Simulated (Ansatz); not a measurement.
WAu: single point with PBEsol0

The system is WAu.

```
CELL_PARAMETERS angstrom
0.00000 2.74798 2.74798
2.74798 0.00000 2.74798
2.74798 2.74798 0.00000
ATOMIC_POSITIONS crystal
W 0.00000 0.00000 0.00000
Au 0.75000 0.75000 0.75000
```

The cell was built by a generator and needn't be a form met in nature.

```json
{"Program": "Ansatz 0.2.0", "Task": "single point", "Functional": "PBEsol0", "Potentials or basis": "Ansatz PAW", "Cutoff": "420 eV (not typed: the program's choice for these potentials)", "k mesh": "4 × 4 × 4", "Occupations": "fermi-dirac, width 0.05 eV", "Spin": "no spin polarisation"}
```

```
Pressure               : 23.5 GPa
Band gap on the k mesh : none (metal or under the smearing width)
```

Levels at points of the mesh, in eV from the Fermi level:
| k point | band 13 | band 14 | band 15 | band 16 | band 17 | band 18 | band 19 | band 20 | band 21 |
| --- | --- | --- | --- | --- | --- | --- | --- | --- | --- |
| (0.00, 0.00, 0.00) | -7.80 | -7.80 | -1.47 | -1.47 | -1.47 | 2.98 | 2.98 | 10.28 | 12.86 |
| (0.00, 0.00, -0.50) | -7.90 | -6.70 | -2.90 | -0.67 | -0.67 | 2.64 | 2.64 | 3.55 | 9.81 |
| (0.00, -0.50, -0.50) | -7.12 | -5.12 | -4.06 | 0.91 | 2.15 | 2.72 | 2.72 | 4.45 | 4.45 |

Run time: 21 s on 1 × NVIDIA H100 80GB HBM3 with 2 threads of AMD EPYC 7R13 Processor (Zen 3), on a shared host, peak memory 1.5 GiB.

Caveat: the k mesh is coarse (spacing up to 0.50 Å⁻¹), so the values aren't converged, least of all with exact exchange; so large a pressure means that the cell lies far from this level's equilibrium, or that cutoff or potentials fall short; the PAW data sets come from PBE, with cores solved anew for the run's functional, which leaves a small shift of forces and pressure; the thresholds are loose for stress. The run has no spin-orbit coupling, so splittings on Au, W are missing.
